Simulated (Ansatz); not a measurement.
# ZnF radical (SMILES [F][Zn]): single points off equilibrium

The task here is to estimate one member of a computed series from the others.

The runs use Ansatz 0.2.0, Gaussian basis; single points in def2-TZVPP.

Correlated methods freeze the cores. The 3s and 3p shells of Cu and Zn are frozen; filled d shells are correlated. Orbitals are unrestricted.

## Starting geometry

2 atoms, charge 0, spin multiplicity 2.

Atoms are counted from 1 here; the program's logs count them from 0.

Bond lengths: F1–Zn2 1.867 Å.

Geometry (Å):

```xyz
2
FZn
F    -0.8137    0.2684   -0.4064
Zn    0.7845   -0.2607    0.4003
```

Set-up of the first run:

run/in.yaml

```yaml
crystal:
  periodic: [false, false, false]
  atoms:
    - {symbol: F, position_ang: [-0.813700, 0.268400, -0.406400]}
    - {symbol: Zn, position_ang: [0.784500, -0.260700, 0.400300]}
basis:
  gaussian: {orbitals: def2-TZVPP}
magnetization: {spin_polarized: true, initial_magnetization: 1}
correlation: {method: ccsd_t, frozen_orbitals: {F: 1, Zn: 9}}
scf: {omitted_lower_state_checks: [cluster_reference]}
output: {forces: true}
```

Launch:

```console
$ ansatz run in.yaml --threads 4 --pin off --events-out ev --progress --plain --max-ram 5222MiB
```

Steps of the session up to this table: CCSD(T)/def2-TZVPP; PBE0-D4/def2-TZVPP; wB97M-V/def2-TZVPP; r2SCAN-D4/def2-TZVPP; PBE-D4/def2-TZVPP; r2SCANh-D4/def2-TZVPP; HSE06-D4/def2-TZVPP.

One of the session's tables, all rows but one given; the rest of the session is left out.

```
    method  RMS force component (eV/Å)  dipole (D)
   CCSD(T)                       0.823        3.48
   PBE0-D4                       0.724        3.44
   wB97M-V                       0.732        3.41
 r2SCAN-D4                       0.782        3.28
    PBE-D4                       0.504        3.08
r2SCANh-D4                           ?           ?
  HSE06-D4                       0.718        3.43
```

**Question.** Estimate the row for r2SCANh-D4.

The run gave: RMS force component (eV/Å): 0.825; dipole (D): 3.40. In the column «RMS force component (eV/Å)» it is the highest.
